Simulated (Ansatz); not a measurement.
# Ti: the cost of one run

Program: Ansatz 0.2.0. Level of theory: DFT LDA, scalar-relativistic, plane waves, PAW. These are calculated values, not measurements.

7 further runs of the same task are left out: 7 set aside as unsound or not needed.

### 1 Starting point

The structure is cubic, space group Fm-3m (No. 225). The conventional cell has a = 4.001 Å, b = 4.001 Å, c = 4.001 Å, α = 90.00°, β = 90.00°, γ = 90.00°. Around Ti (site symmetry m-3m) lie 12 Ti at 2.83 Å.

Structure file:

```cif
data_structure
_symmetry_space_group_name_H-M 'P 1'
_symmetry_Int_Tables_number 1
_cell_length_a 2.8292
_cell_length_b 2.8292
_cell_length_c 2.8292
_cell_angle_alpha 60.000
_cell_angle_beta 60.000
_cell_angle_gamma 60.000
_cell_volume 16.01
loop_
_atom_site_label
_atom_site_type_symbol
_atom_site_fract_x
_atom_site_fract_y
_atom_site_fract_z
_atom_site_occupancy
Ti1 Ti 0.00000 0.00000 0.00000 1
```

This cell was relaxed beforehand with the same method: volume 16.01 Å³/atom, gap on the mesh none (metal).

### 2 The scan

The energy is mapped over two homogeneous strains (x along [1 0 0], y along [0 1 0], z along [0 0 1] of the conventional cell).

- normal strain along x: 9 values from −7.00 to 7.00 %
- normal strain along y: 9 values from −7.00 to 7.00 %

Nothing else is relaxed (symmetry fixes all fractional coordinates). Energies count from the relaxed crystal. Points are written as (first, second).

### 3 Grid point (−7.00 %, −7.00 %)

input.yaml reads:

```yaml
crystal:
  lattice:
    - [0.0, 1.8604966477, 2.0005340298]
    - [1.8604966477, 0.0, 2.0005340298]
    - [1.8604966477, 1.8604966477, 0.0]
  atoms:
    - { symbol: Ti, position: [0.0, 0.0, 0.0] }
basis:
  ecutwfc: 520.0
kpoints:
  mp_grid: { grid: [20, 20, 20] }
hamiltonian:
  xc: lda
  pseudopotentials: { kind: paw, azcp: { folder: soft_1 } }
scf:
  occupations: { method: gaussian, width: 0.15 }
output:
  forces: true
  stress: true
  eigenvalues: true
```

Run with:

```console
$ ansatz run input.yaml --threads 1 --pin off --max-ram 2048MiB --backend cpu --events-out ev --progress --plain --runs-dir out
```

**Question.** How long does this run take on 1 thread of AMD EPYC 9R45 (Zen 5), shared host, and how much memory does it need?

About 2.4 s, with a peak of 0.43 GiB.
